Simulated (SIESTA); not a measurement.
The system is Cd3Os.

```
Cd Os
1.0
     4.69370    0.00000    0.00000
    -2.34685    4.06486    0.00000
     0.00000    0.00000    5.17526
Cd Os
3 1
Cartesian
  -1.1905 3.3972 0.0000
  0.0000 1.3352 0.0000
  1.1905 3.3972 0.0000
  0.0000 2.7099 2.5876
```

The cell was built by a generator and needn't be a form met in nature.

| Item | Value |
| --- | --- |
| Program | SIESTA 5.4.2 |
| Task | relaxation of cell and atoms |
| Functional | PBE |
| Potentials or basis | PseudoDojo 0.4 standard (PBE files) |
| Basis | DZP (energy shift 0.002 Ry) |
| Grid cutoff | 800 Ry |
| Energy shift | 0.002 Ry |
| k mesh | 5 × 5 × 4 |
| Occupations | fermi-dirac, width 0.05 eV |
| Spin | no spin polarisation |

At the start: pressure 31.5 GPa; volume 24.68 Å³/atom.

Question: Where does the relaxation end?

Answer: Over 24 steps the energy falls by 2213.0 meV/atom and the volume is 30.24 Å³/atom (+22.5 %); space group P-6m2 (No. 187, to 0.05 Å).

The path:
| step | energy change (eV) | largest force (eV/Å) | pressure (GPa) | volume (Å³) |
| --- | --- | --- | --- | --- |
| 1 | 0.0000 | 2.1415 | 31.47 | 98.74 |
| 2 | -1.6775 | 1.3373 | 21.58 | 104.00 |
| 3 | -3.6521 | 0.3900 | 9.37 | 113.56 |
| 4 | -4.7711 | 0.2249 | 2.01 | 123.27 |
| 5 | -5.3740 | 0.2135 | -2.08 | 132.82 |
| 6 | -5.7517 | 0.2149 | -3.94 | 141.30 |
| 7 | -6.0715 | 0.1047 | -4.85 | 149.47 |
| 8 | -6.3111 | 0.0182 | -5.18 | 156.29 |
| 9 | -6.5398 | 0.0132 | -5.45 | 160.73 |
| 10 | -6.7603 | 0.1131 | -5.69 | 163.97 |
| 11 | -6.9645 | 0.0955 | -5.75 | 165.37 |
| 12 | -7.1814 | 0.0597 | -5.67 | 165.33 |
| 13 | -7.3939 | 0.0248 | -5.45 | 163.74 |
| 14 | -7.6349 | 0.0381 | -5.25 | 161.47 |
| 15 | -7.9337 | 0.0404 | -4.78 | 158.66 |
| 16 | -8.1183 | 0.0453 | -3.73 | 156.39 |
| 17 | -8.2021 | 0.2128 | -2.61 | 151.92 |
| 18 | -8.3909 | 0.7909 | 0.10 | 139.08 |
| 19 | -8.5290 | 1.3026 | 2.71 | 126.89 |
| 20 | -8.6345 | 1.2205 | 2.99 | 122.19 |
| 21 | -8.7407 | 0.4999 | 3.10 | 114.26 |
| 22 | -8.8239 | 0.2820 | -0.98 | 124.82 |
| 23 | -8.8485 | 0.1582 | -0.15 | 122.12 |
| 24 | -8.8520 | 0.0241 | 0.10 | 120.96 |

Final structure:
```
CELL_PARAMETERS angstrom
7.03007 -0.00033 0.00000
-3.51532 6.08805 0.00000
0.00000 0.00000 2.82630
ATOMIC_POSITIONS crystal
Cd 0.13920 0.86079 0.00000
Cd 0.13920 0.27840 0.00000
Cd 0.72160 0.86081 0.00000
Os 0.33333 0.66667 0.50000
```

Caveat: semicore shells carry a single zeta, which can move pressures by several GPa and volumes by a few percent; the volume moved by over 15 % at a fixed basis, so the end points are rough; the basis of atomic orbitals isn't converged, which shifts pressures, moduli and gaps.
